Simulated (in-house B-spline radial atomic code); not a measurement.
**Cu⁹⁺: binding energies from hole states**

How much more does a second hole in Cu⁹⁺ cost because of the first?

The numbers are computed with in-house B-spline radial atomic code version 1 (Dirac-Hartree-Fock, average of configuration, Fermi nucleus, basis-set limit), except any that are marked as measured or tabulated.

### 1 The system

| Quantity | Value |
| --- | --- |
| element | copper (Z = 29) |
| charge | +9 |
| electrons | 20 |
| configuration | [Ar] 3d2 |
| Hamiltonian | Dirac-Coulomb |
| nucleus | Fermi, rms radius 3.882 fm |

The outer shells:

[Ar] 3d2
```
[Ar] core
3d [↑ ][↑ ][  ][  ][  ]
```

The boxes draw the filling by Hund's rule, which heavy ions in jj coupling don't follow; these runs average over all states of the configuration.

The run's settings:

```ini
Z = 29
electrons = 20.0
configuration = [Ar] 3d2
hamiltonian = dirac
method = hf
spin_polarised = False
nucleus = fermi
rms_radius = 3.8823
mass_number = 63
atomic_mass = 62.929597119
speed_of_light = 137.035999084
```

The reference is known from an earlier run: -1624.130770 hartree in all. Up to eight levels, counted from the top:

```csv
orbital,occupation,energy (eV),<r> (bohr)
2s1/2,2,-1378.65,0.2333
2p1/2,2,-1232.47,0.2033
2p3/2,4,-1211.72,0.2065
3s1/2,2,-354.69,0.6547
3p1/2,2,-303.62,0.6600
3p3/2,4,-300.21,0.6666
3d3/2,0.8,-230.87,0.6456
3d5/2,1.2,-230.37,0.6475
```

Single holes known from earlier runs (ΔSCF): 1s 9257.34 eV, 2s 1368.01 eV, 2p3/2 1199.59 eV, 3p1/2 302.07 eV.

### 2 The 2s and 2s holes

Settings: those of step 1 with these lines changed.

```diff
@@ -1,4 +1,4 @@
 Z = 29
-electrons = 20.0
-configuration = [Ar] 3d2
+electrons = 18.0
+configuration = 1s2 2p6 3s2 3p6 3d2
 hamiltonian = dirac
```

Main fields of the result record, rounded:

```text
status: converged
iterations: 9
energy [hartree]: {"total": -1520.4464218, "kinetic": 1546.89514266, "nuclear": -3444.10391551, "coulomb": 426.170684366, "exact_exchange": -49.408333317}
breit [hartree]: {"gaunt": 0.687344, "retardation": -0.06533595, "frequency_dependence": -0.002575988}
qed [hartree]: {"self_energy": 0.455077, "uehling": -0.0411659, "wichmann_kroll": 0.0003097586}
recoil [hartree]: 0.009955989
total_with_corrections [hartree]: -1519.40281288
orbitals [hartree, bohr; first row names the columns]:
  - ["name", "occ", "eps", "<r>"]
  - ["1s1/2", 2.0, -349.4884, 0.052105]
  - ["2p1/2", 2.0, -51.196095, 0.19826]
  - ["2p3/2", 4.0, -50.391628, 0.20134]
  - ["3s1/2", 2.0, -16.045084, 0.61953]
  - ["3p1/2", 2.0, -14.29455, 0.61281]
  - ["3p3/2", 4.0, -14.145968, 0.61862]
  - ["3d3/2", 0.8, -11.75892, 0.57099]
  - ["3d5/2", 1.2, -11.731907, 0.57271]
sum_r [bohr^k]: {"-1": 118.7624, "1": 7.389327, "2": 4.579765}
energy_minus_base [hartree]: 103.684348
energy_minus_base_with_corrections [hartree]: 103.585387
```

Wall time 0.6 s (1 thread, shared host).

energy_minus_base is the energy less that of the reference run.

### 3 The 1s and 2p3/2 holes

In configurations, a minus sign after the shell means j = l − 1/2 and a plus sign j = l + 1/2; the count of electrons follows.

Settings: those of step 2 with these lines changed.

```diff
@@ -2,3 +2,3 @@
 electrons = 18.0
-configuration = 1s2 2p6 3s2 3p6 3d2
+configuration = 1s1 2s2 2p-2 2p+3 3s2 3p6 3d2
 hamiltonian = dirac
```

Main fields:

```text
status: converged
iterations: 9
energy [hartree]: {"total": -1235.20875188, "kinetic": 1257.51950389, "nuclear": -2842.77304649, "coulomb": 383.900720481, "exact_exchange": -33.8559297634}
breit [hartree]: {"gaunt": 0.2741464, "retardation": -0.03669724, "frequency_dependence": -0.001079514}
qed [hartree]: {"self_energy": 0.289629, "uehling": -0.02579764, "wichmann_kroll": 0.0001940362}
recoil [hartree]: 0.008893703
total_with_corrections [hartree]: -1234.69946317
orbitals [hartree, bohr; first row names the columns]:
  - ["name", "occ", "eps", "<r>"]
  - ["1s1/2", 1.0, -361.87149, 0.051751]
  - ["2s1/2", 2.0, -57.7154, 0.22533]
  - ["2p1/2", 2.0, -53.56862, 0.19305]
  - ["2p3/2", 3.0, -52.739203, 0.19834]
  - ["3s1/2", 2.0, -16.304719, 0.6116]
  - ["3p1/2", 2.0, -14.526604, 0.60308]
  - ["3p3/2", 4.0, -14.338478, 0.60842]
  - ["3d3/2", 0.8, -11.780318, 0.56667]
  - ["3d5/2", 1.2, -11.721671, 0.57017]
sum_r [bohr^k]: {"-1": 98.0268, "1": 7.484083, "2": 4.528122}
energy_minus_base [hartree]: 388.922018
energy_minus_base_with_corrections [hartree]: 388.288737
```

Wall time 0.66 s (1 thread, shared host).

### 4 The 2p3/2 and 2p3/2 holes

Settings: those of step 3 with these lines changed.

```diff
@@ -2,3 +2,3 @@
 electrons = 18.0
-configuration = 1s1 2s2 2p-2 2p+3 3s2 3p6 3d2
+configuration = 1s2 2s2 2p-2 2p+2 3s2 3p6 3d2
 hamiltonian = dirac
```

Main fields:

```text
status: converged
iterations: 9
energy [hartree]: {"total": -1532.51340756, "kinetic": 1562.78575398, "nuclear": -3464.87147206, "coulomb": 417.443884692, "exact_exchange": -47.8715741764}
breit [hartree]: {"gaunt": 0.671658, "retardation": -0.05572018, "frequency_dependence": -0.001429867}
qed [hartree]: {"self_energy": 0.5015467, "uehling": -0.04533081, "wichmann_kroll": 0.0003409448}
recoil [hartree]: 0.01074061
total_with_corrections [hartree]: -1531.43160221
orbitals [hartree, bohr; first row names the columns]:
  - ["name", "occ", "eps", "<r>"]
  - ["1s1/2", 2.0, -350.68083, 0.052016]
  - ["2s1/2", 2.0, -56.535107, 0.22858]
  - ["2p1/2", 2.0, -52.171735, 0.19705]
  - ["2p3/2", 2.0, -51.483748, 0.20225]
  - ["3s1/2", 2.0, -16.173243, 0.61649]
  - ["3p1/2", 2.0, -14.370839, 0.60969]
  - ["3p3/2", 4.0, -14.153066, 0.61628]
  - ["3d3/2", 0.8, -11.802331, 0.56779]
  - ["3d5/2", 1.2, -11.713309, 0.57294]
sum_r [bohr^k]: {"-1": 119.4786, "1": 7.419057, "2": 4.575117}
energy_minus_base [hartree]: 91.6173622
energy_minus_base_with_corrections [hartree]: 91.556598
```

Run time: 0.63 s. Hardware: 1 thread, shared host.

### 5 The 1s and 3p1/2 holes

Settings: those of step 4 with these lines changed.

```diff
@@ -2,3 +2,3 @@
 electrons = 18.0
-configuration = 1s2 2s2 2p-2 2p+2 3s2 3p6 3d2
+configuration = 1s1 2s2 2p6 3s2 3p-1 3p+4 3d2
 hamiltonian = dirac
```

Main fields:

```text
status: converged
iterations: 9
energy [hartree]: {"total": -1271.12156004, "kinetic": 1292.96713639, "nuclear": -2932.89205917, "coulomb": 406.353113861, "exact_exchange": -37.5497511305}
breit [hartree]: {"gaunt": 0.3028614, "retardation": -0.03919658, "frequency_dependence": -0.00133001}
qed [hartree]: {"self_energy": 0.2892618, "uehling": -0.02566153, "wichmann_kroll": 0.000193027}
recoil [hartree]: 0.009084224
total_with_corrections [hartree]: -1270.58634775
orbitals [hartree, bohr; first row names the columns]:
  - ["name", "occ", "eps", "<r>"]
  - ["1s1/2", 1.0, -358.88321, 0.051792]
  - ["2s1/2", 2.0, -56.29034, 0.2273]
  - ["2p1/2", 2.0, -51.581088, 0.19612]
  - ["2p3/2", 4.0, -50.7876, 0.19885]
  - ["3s1/2", 2.0, -15.86899, 0.62222]
  - ["3p1/2", 1.0, -14.208033, 0.61545]
  - ["3p3/2", 4.0, -13.982026, 0.62255]
  - ["3d3/2", 0.8, -11.287231, 0.5866]
  - ["3d5/2", 1.2, -11.364858, 0.58824]
sum_r [bohr^k]: {"-1": 101.1344, "1": 7.219339, "2": 4.332287}
energy_minus_base [hartree]: 353.00921
energy_minus_base_with_corrections [hartree]: 352.401852
```

Wall time 0.65 s (1 thread, shared host).

### 6 The 1s and 2s holes

Settings: those of step 5 with these lines changed.

```diff
@@ -2,3 +2,3 @@
 electrons = 18.0
-configuration = 1s1 2s2 2p6 3s2 3p-1 3p+4 3d2
+configuration = 1s1 2s1 2p6 3s2 3p6 3d2
 hamiltonian = dirac
```

Main fields:

```text
status: converged
iterations: 14
energy [hartree]: {"total": -1229.86156456, "kinetic": 1250.19271839, "nuclear": -2833.20856992, "coulomb": 386.529003295, "exact_exchange": -33.3747163296}
breit [hartree]: {"gaunt": 0.27173, "retardation": -0.03907498, "frequency_dependence": -0.001223546}
qed [hartree]: {"self_energy": 0.2641506, "uehling": -0.02365419, "wichmann_kroll": 0.0001779882}
recoil [hartree]: 0.008711458
total_with_corrections [hartree]: -1229.38074716
orbitals [hartree, bohr; first row names the columns]:
  - ["name", "occ", "eps", "<r>"]
  - ["1s1/2", 1.0, -349.89318, 0.05129]
  - ["2s1/2", 1.0, -69.752825, 0.22757]
  - ["2p1/2", 2.0, -53.05605, 0.19365]
  - ["2p3/2", 4.0, -52.173046, 0.1968]
  - ["3s1/2", 2.0, -16.244694, 0.61192]
  - ["3p1/2", 2.0, -14.48661, 0.60469]
  - ["3p3/2", 4.0, -14.328184, 0.61074]
  - ["3d3/2", 0.8, -11.757706, 0.56835]
  - ["3d5/2", 1.2, -11.729562, 0.57015]
sum_r [bohr^k]: {"-1": 97.69698, "1": 7.468437, "2": 4.530557}
energy_minus_base [hartree]: 394.269205
energy_minus_base_with_corrections [hartree]: 393.607453
```

It took 0.94 s on 1 thread, shared host.

### 7 The 1s and 1s holes

Settings: those of step 6 with these lines changed.

```diff
@@ -2,3 +2,3 @@
 electrons = 18.0
-configuration = 1s1 2s1 2p6 3s2 3p6 3d2
+configuration = 2s2 2p6 3s2 3p6 3d2
 hamiltonian = dirac
```

Main fields:

```text
status: converged
iterations: 9
energy [hartree]: {"total": -927.954183862, "kinetic": 941.830124361, "nuclear": -2210.29639711, "coulomb": 379.781281199, "exact_exchange": -39.2691923075}
breit [hartree]: {"gaunt": 0.1513696, "retardation": -0.005742828, "frequency_dependence": -2.292868e-05}
qed [hartree]: {"self_energy": 0.06798521, "uehling": -0.005374357, "wichmann_kroll": 4.047035e-05}
recoil [hartree]: 0.007494711
total_with_corrections [hartree]: -927.738433997
orbitals [hartree, bohr; first row names the columns]:
  - ["name", "occ", "eps", "<r>"]
  - ["2s1/2", 2.0, -58.871891, 0.22251]
  - ["2p1/2", 2.0, -54.971081, 0.18924]
  - ["2p3/2", 4.0, -54.004182, 0.19246]
  - ["3s1/2", 2.0, -16.431561, 0.60688]
  - ["3p1/2", 2.0, -14.679118, 0.59673]
  - ["3p3/2", 4.0, -14.510383, 0.60301]
  - ["3d3/2", 0.8, -11.75586, 0.56577]
  - ["3d5/2", 1.2, -11.726538, 0.56765]
sum_r [bohr^k]: {"-1": 76.21715, "1": 7.546396, "2": 4.482771}
energy_minus_base [hartree]: 696.176586
energy_minus_base_with_corrections [hartree]: 695.249766
```

Run time: 0.59 s. Hardware: 1 thread, shared host.

### 8 Binding energies

| two holes | ΔSCF (eV) | less the two single holes (eV) |
| --- | --- | --- |
| 2s and 2s | 2821.39 | 85.38 |
| 1s and 2p3/2 | 10583.1 | 126.18 |
| 2p3/2 and 2p3/2 | 2493.04 | 93.85 |
| 1s and 3p1/2 | 9605.87 | 46.46 |
| 1s and 2s | 10728.6 | 103.27 |
| 1s and 1s | 18943.9 | 429.26 |

**Reading.** Two holes cost more than the sum of each, because the second electron leaves a more charged ion. The excess runs from 46.5 eV (1s and 3p1/2) to 429.3 eV (1s and 1s); it tends to be largest where both holes are compact. Two partly filled shells share a symmetry and can mix in the average, which may lower the energy, in these hole states: 1s and 2s. Values are for the free ion, measured from the vacuum level.
